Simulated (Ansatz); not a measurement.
# AlIn2B2As: the cost of one run

Program: Ansatz 0.2.0. Level of theory: DFT PBE, scalar-relativistic, plane waves, PAW, unless a step names another level. These are calculated values, not measurements.

5 further runs of the same task are left out: 1 that didn't finish, 4 set aside as unsound or not needed.

### 1 The formula and the candidates

Pauling electronegativities: Al 1.61, In 1.78, B 2.04, As 2.18 (spread 0.57). The formula balances with common oxidation states: In +3, Al +3, As -3, B -3, a formal count that means little at so small a spread. Tabulated atomic sizes suggest about 17 Å³/atom. 39 candidates were drawn, by swapping species into database cells of other compounds, at random by space group and Wyckoff sites, or by hand, as the table says:

```tsv
name	made from	space group no.	Wyckoff sites	atoms (primitive cell)	V (Å³/atom)
c01	database cell of LaAl2BRu2	123	Al 1b; In 2h; B 2f; As 1a	6	18.3
c02	random	99	Al 1b; In 1b, 1a; B 2c; As 1a	6	21.0
c03	random	12	Al 2b; In 4e; B 4h; As 2a	6	20.9
c04	database cell of Pr2AlCo2C	71	Al 2c; In 4j; B 4g; As 2a	6	18.1
c05	random	99	Al 1b; In 2c; B 1b, 1a; As 1a	6	21.3
c06	database cell of Nd2Co2SiC	71	Al 2a; In 4j; B 4h; As 2c	6	18.0
c07	database cell of Mn2NiSb2Pt	160	Al 3a; In 3a, 3a; B 3a, 3a; As 3a	6	17.4
c08	random	12	Al 2d; In 4i; B 4g; As 2b	6	20.7
c09	random	139	Al 2b; In 4c; B 4d; As 2a	6	21.8
c10	database cell of LaYMn2Si2	99	Al 1a; In 1b, 1a; B 2c; As 1b	6	18.5
c11	database cell of MoWSe2S2	156	Al 1a; In 1b, 1b; B 1a, 1a; As 1b	6	23.5
c12	random	12	Al 2a; In 4e; B 2b, 2d; As 2c	6	21.3
c13	random	65	Al 2a; In 2b, 2c; B 4j; As 2d	6	19.2
c14	random	187	Al 1b; In 1f, 1e; B 2g; As 1a	6	21.5
c15	random	71	Al 2c; In 4j; B 4e; As 2d	6	17.7
c16	database cell of Nd2FeSi2Ru	115	Al 1a; In 2g; B 2g; As 1b	6	19.0
c17	random	139	Al 2b; In 4e; B 4e; As 2a	6	19.6
c18	random	99	Al 1a; In 2c; B 1a, 1b; As 1b	6	18.0
c19	random	107	Al 2a; In 4b; B 4b; As 2a	6	20.9
c20	random	10	Al 1h; In 1d, 1a; B 2k; As 1c	6	19.2
c21	database cell of In2CuAsSe2	119	Al 2d; In 4e; B 4f; As 2a	6	19.7
c22	random	99	Al 1b; In 2c; B 1a, 1a; As 1a	6	17.1
c23	random	187	Al 1b; In 2h; B 2g; As 1f	6	19.2
c24	database cell of LuNi2B2C	139	Al 2a; In 4d; B 4e; As 2b	6	15.6
c25	database cell of Pr2Co2SiC	71	Al 2c; In 4j; B 4h; As 2a	6	17.9
c26	database cell of CeB2Ru2Rh	65	Al 2a; In 4f; B 4i; As 2c	6	16.4
c27	random	123	Al 1a; In 2f; B 1d, 1c; As 1b	6	21.4
c28	random	8	Al 2a; In 4b; B 2a, 2a; As 2a	6	19.7
c29	random	187	Al 1f; In 2g; B 2h; As 1a	6	19.6
c30	random	187	Al 1a; In 2h; B 1d, 1f; As 1e	6	19.4
c31	random	187	Al 1e; In 2g; B 2h; As 1a	6	20.3
c32	random	166	Al 3a; In 6c; B 6c; As 3b	6	21.6
c33	random	65	Al 2c; In 2a, 2b; B 4i; As 2d	6	18.0
c34	random	123	Al 1a; In 2e; B 2f; As 1d	6	17.4
c35	random	183	Al 1a; In 2b; B 1a, 1a; As 1a	6	21.7
c36	random	42	Al 4a; In 8d; B 8d; As 4a	6	19.1
c37	random	164	Al 1b; In 2d; B 2c; As 1a	6	18.5
c38	database cell of CeCr2Si2C	123	Al 1a; In 2e; B 2h; As 1b	6	15.5
c39	database cell of CeB2Ir2C	139	Al 2b; In 4d; B 4e; As 2a	6	15.5
```

### 2 Screening run of c16

Input file input.yaml:

```yaml
crystal:
  lattice:
    - [4.08949346, 0.0, 0.0]
    - [0.0, 4.08949346, 0.0]
    - [0.0, 0.0, 6.82527925]
  atoms:
    - { symbol: Al, position: [0.0, 0.0, 0.0] }
    - { symbol: In, position: [0.5, 0.0, 0.31820899] }
    - { symbol: In, position: [0.0, 0.5, 0.68179101] }
    - { symbol: B, position: [0.5, 0.0, 0.82912898] }
    - { symbol: B, position: [0.0, 0.5, 0.17087102] }
    - { symbol: As, position: [0.5, 0.5, 0.0] }
basis:
  ecutwfc: 420
kpoints:
  mp_grid: { grid: [4, 4, 3] }
hamiltonian:
  xc: pbe
scf:
  occupations: { method: gaussian, width: 0.2 }
  lower_state_search: "off"
output:
  forces: true
  stress: true
  eigenvalues: true
relax:
  adjacent_minimum: "off"
  f_tol: 0.08
  max_steps: 16
  cell: { stress_tol: 0.8 }
```

The run is started by

```console
> ansatz run input.yaml --threads 1 --pin off --max-ram 2560MiB --backend cpu --events-out ev --progress --plain --runs-dir out
```

What time and memory should one allow on 1 thread of Arm Neoverse V1, shared host?

About 26 s, with a peak of 0.36 GiB.
